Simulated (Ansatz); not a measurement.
**LuP: how the settings move a single-point run**

Question: which choices in the input matter for LuP?

Program: Ansatz 0.2.0. Level of theory: reference: DFT, PBEsol, PAW with other files of Ansatz's library (level accurate), scalar-relativistic. These are calculated values, not measurements.

### 1 The starting structure

The structure is tetragonal, space group I4mm (No. 107). The conventional cell has a = 3.906 Å, b = 3.906 Å, c = 5.524 Å, α = 90.00°, β = 90.00°, γ = 90.00°. Lu (site symmetry 4mm) has 1 P at 1.93 Å in its first shell of neighbours. P (site symmetry 4mm) is surrounded by 1 Lu at 1.93 Å.

Coordinates:

```
CELL_PARAMETERS angstrom
0.00000 2.76186 2.76186
2.76186 0.00000 2.76186
2.76186 2.76186 0.00000
ATOMIC_POSITIONS crystal
Lu 0.92500 0.92500 0.07500
P 0.57500 0.57500 0.42500
```

### 2 Baseline

File input.yaml:

```yaml
crystal:
  lattice:
    - [0.0, 2.7618574834, 2.7618574834]
    - [2.7618574834, 0.0, 2.7618574834]
    - [2.7618574834, 2.7618574834, 0.0]
  atoms:
    - { symbol: Lu, position: [-0.075, -0.075, 0.075] }
    - { symbol: P, position: [0.575, 0.575, 0.425] }
kpoints:
  mp_grid: { grid: [9, 9, 9] }
scf:
  occupations: { method: fermi_dirac, width: 0.05 }
hamiltonian:
  xc: pbesol
  pseudopotentials: { kind: paw, level: accurate }
output:
  forces: true
  stress: true
  eigenvalues: true
```

Launch:

```sh
> ansatz run input.yaml --threads 1 --pin off --max-ram 2048MiB --backend cpu --events-out ev --progress --plain --runs-dir out
```

### 3 Variant: mp_grid.grid [14, 14, 14], occupations.method tetrahedron, width left out

Changes to input.yaml since step 2:

```diff
@@ -9,5 +9,5 @@
 kpoints:
-  mp_grid: { grid: [9, 9, 9] }
+  mp_grid: { grid: [14, 14, 14] }
 scf:
-  occupations: { method: fermi_dirac, width: 0.05 }
+  occupations: { method: tetrahedron }
 hamiltonian:
```

What does the calculation give? Wanted: for each run, ending; energy change; pressure; gap; force.

**Answer**, as computed:

| run | ending | energy change | pressure (GPa) | gap (eV) | force (eV/Å) | cycles | time |
| --- | --- | --- | --- | --- | --- | --- | --- |
| reference | converged | 0 | 32.5 | 0.00 | 17.32 | 8 | 18 s |
| 1: mp_grid.grid [14, 14, 14], occupations.method tetrahedron, width left out | converged | +0.2 meV/atom (σ→0) | 32.5 | 0.00 | 17.33 | 9 | 56 s |

Residual by cycle in the longest SCF loop of each run; runs are numbered as in the table. The quantity is the density residual dr2, in eV.

| cycle | reference | run 1 |
| --- | --- | --- |
| 1 | 2.25 | 2.25 |
| 2 | 0.14 | 0.14 |
| 3 | 0.0275 | 0.0333 |
| 4 | 0.00728 | 0.0112 |
| 5 | 5.8e-4 | 0.00149 |
| 6 | 2.8e-5 | 1.2e-4 |
| 7 | 1.2e-6 | 7.7e-6 |
| 8 | 2.9e-8 | 5.6e-7 |
| 9 | - | 2.0e-8 |

What this shows: Changing the k-point mesh and smearing hardly moves the energy: +0.2 meV/atom. Cost: 9 SCF cycles against 8, 56 s against 18 s. The structure is not at rest: the sound run finds 32 GPa, so these are no properties of the relaxed crystal. 
